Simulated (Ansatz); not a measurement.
# TeH2O2 (SMILES O[Te]O): one structure at several levels

One table from this session's results is given with a row withheld; the runs are named, their logs left out.

Computed with Ansatz 0.2.0, Gaussian basis. Level: single points in def2-TZVPP.

Cores are frozen in the correlated methods. Filled d shells of the heavier atoms are correlated. Core potentials replace the inner electrons past krypton, and spin-orbit coupling is left out.

1 further run of the same task is left out (it didn't finish).

## The starting structure

SMILES `O[Te]O`, 5 atoms, charge 0, spin multiplicity 1.

Atoms are counted from 1 here; the program's logs count them from 0.

Bond lengths: O1–Te2 2.034 Å, O1–H4 0.985 Å, Te2–O3 1.983 Å, O3–H5 0.970 Å. Angles: Te2–O1–H4 108.8°, O1–Te2–O3 93.9°, Te2–O3–H5 103.4°.

As a file:

```xyz
5

O    -0.8796   -0.6133   -1.1061
Te   -0.1112   -0.9664    0.7436
O     1.3798    0.3220    0.5202
H    -1.5775    0.0783   -1.0326
H     1.0188    1.1479    0.8776
```

Set-up of the first run:

Contents of run/in.yaml:

```yaml
crystal:
  periodic: [false, false, false]
  atoms:
    - {symbol: O, position_ang: [-0.879623, -0.613278, -1.106090]}
    - {symbol: Te, position_ang: [-0.111169, -0.966389, 0.743632]}
    - {symbol: O, position_ang: [1.379803, 0.321971, 0.520182]}
    - {symbol: H, position_ang: [-1.577494, 0.078307, -1.032570]}
    - {symbol: H, position_ang: [1.018843, 1.147936, 0.877602]}
basis:
  gaussian: {orbitals: def2-TZVPP}
hamiltonian: {xc: pbe, dispersion: d4}
output: {forces: true}
```

Run with:

```bash
> ansatz run in.yaml --threads 2 --pin off --events-out ev --progress --plain --max-ram 3481MiB
```

Among the steps run: PBE-D4/def2-TZVPP; r2SCAN-D4/def2-TZVPP; PBE0-D4/def2-TZVPP; wB97M-V/def2-TZVPP; CCSD(T)/def2-TZVPP.

One of the session's tables, all rows but one given; the rest of the session is left out.

| method | RMS force component (eV/Å) | angle to CCSD(T) forces (°) | dipole (D) |
| --- | --- | --- | --- |
| PBE-D4 | 0.386 | 24.2 | 2.86 |
| r2SCAN-D4 | 0.607 | 4.6 | 2.94 |
| PBE0-D4 | 0.756 | 3.7 | 3.03 |
| wB97M-V | ? | ? | ? |
| CCSD(T) | 0.690 | reference | 3.03 |

Estimate the missing values for wB97M-V.

As computed: RMS force component (eV/Å): 0.779; angle to CCSD(T) forces (°): 4.8; dipole (D): 3.13. In the column «RMS force component (eV/Å)» it is the highest.
